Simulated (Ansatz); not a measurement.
# LaY4F: the cost of one run

Computed with Ansatz 0.2.0 (DFT PBE, scalar-relativistic, plane waves, PAW, unless a step's input says otherwise).

1 further run of the same task is left out (set aside as unsound or not needed). Runs told in other sessions of the task aren't counted.

**1. The starting structure**

It takes space group F-43m (No. 216, cubic). The conventional cell has a = 11.072 Å, b = 11.072 Å, c = 11.072 Å, α = 90.00°, β = 90.00°, γ = 90.00°. La (site symmetry -43m) is surrounded by 4 Y at 2.68 Å. Y (site symmetry 3m) is surrounded by 1 La at 2.68 Å.

Coordinates:

```
La Y F
1.0
     0.00000    5.53619    5.53619
     5.53619    0.00000    5.53619
     5.53619    5.53619    0.00000
La Y F
1 4 1
Direct
  0.50000 0.50000 0.50000
  0.36005 0.36005 0.91984
  0.36005 0.91984 0.36005
  0.91984 0.36005 0.36005
  0.36005 0.36005 0.36005
  0.00000 0.00000 0.00000
```

It is the end of an earlier relaxation with the same method, from a database cell with other species swapped in; it needn't be the stable form of this composition. At a tolerance of 0.02 Å it has space group F-43m (No. 216); it has 56.56 Å³/atom, an uncorrected energy of +1.37 eV/atom over the elements.

**2. Static run: bands, density of states and charges**

File input.yaml:

```yaml
crystal:
  lattice:
    - [0.0, 5.536189858, 5.536189858]
    - [5.536189858, 0.0, 5.536189858]
    - [5.536189858, 5.536189858, 0.0]
  atoms:
    - { symbol: La, position: [0.5, 0.5, 0.5] }
    - { symbol: "Y", position: [0.3600536457, 0.3600536457, 0.919839063] }
    - { symbol: "Y", position: [0.3600536457, 0.919839063, 0.3600536457] }
    - { symbol: "Y", position: [0.919839063, 0.3600536457, 0.3600536457] }
    - { symbol: "Y", position: [0.3600536457, 0.3600536457, 0.3600536457] }
    - { symbol: F, position: [0.0, 0.0, 0.0] }
basis:
  ecutwfc: 420
kpoints:
  mp_grid: { grid: [6, 6, 6] }
  band_path:
    path:
      - [[0.0, 0.0, 0.0], [-0.5, -0.5, 0.0], [-0.375, -0.375, 0.25]]
      - [[-0.375, 0.0, 0.375], [0.0, 0.0, 0.0], [0.0, 0.0, 0.5], [-0.5, -0.25, 0.25], [-0.5, -0.5, 0.0]]
    npoints: 14
hamiltonian:
  xc: pbe
scf:
  occupations: { method: gaussian, width: 0.1 }
  n_extra_bands: 15
output:
  forces: true
  stress: true
  eigenvalues: true
  populations: true
  dos: { projected: true, de: 0.02, nscf_kmesh: { grid: [8, 8, 8] } }
  bader: true
  write_density: true
  write_potential: true
  elf: true
  volumetric_format: npy
```

Run with:

```sh
$ ansatz run input.yaml --threads 1 --pin off --max-ram 2560MiB --backend cpu --events-out ev --progress --plain --runs-dir out
```

Q: Estimate wall time and peak memory on 1 thread of Arm Neoverse V2, shared host.

About 3 min, with a peak of 1 GiB.
